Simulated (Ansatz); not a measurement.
Crystal: HPbNO4.

```
H Pb N O
1.0
     4.27531   -0.00040    0.00636
    -2.08399    5.20775   -0.04907
    -2.12377   -1.86574    4.91491
H Pb N O
1 1 1 4
Direct
  0.99073 0.03330 0.90994
  0.50274 0.81989 0.14287
  0.00838 0.47408 0.50265
  0.99816 0.92741 0.02877
  0.19467 0.73435 0.60852
  0.81673 0.35882 0.24556
  0.01381 0.33121 0.65217
```

The cell was built by a generator and needn't be a form met in nature.

Base run:

| Property | Result |
| --- | --- |
| Program | Ansatz 0.2.0 |
| Functional | BLYP |
| Potentials or basis | all-electron LAPW, scalar-relativistic |
| Cutoff | 745 eV |
| Density cutoff | 2979 eV |
| Basis error allowed | 0.002 eV/atom |
| k mesh | 6 × 4 × 4 |
| Occupations | fermi-dirac, width 0.05 eV |
| Spin | no spin polarisation |

Its results: band gap on the k mesh 2.84 eV, indirect (least direct gap 3.13 eV); pressure 2.2 GPa; largest force 0.502 eV/Å.

After a change of settings the same cell gave: band gap on the k mesh 2.87 eV, indirect (least direct gap 3.18 eV); pressure -0.1 GPa; largest force 0.050 eV/Å. Which change was it?
A. functional from BLYP to PBEsol
B. functional from BLYP to PBE
C. functional from BLYP to LDA
D. functional from BLYP to RPBE

B.

PBE binds more tightly than BLYP, so the same cell stands under less pressure.

Caveats: spin-orbit coupling is left out, which as a rule narrows the gap of such compounds by several tenths of an eV.

Not every run made on this cell is shown here.
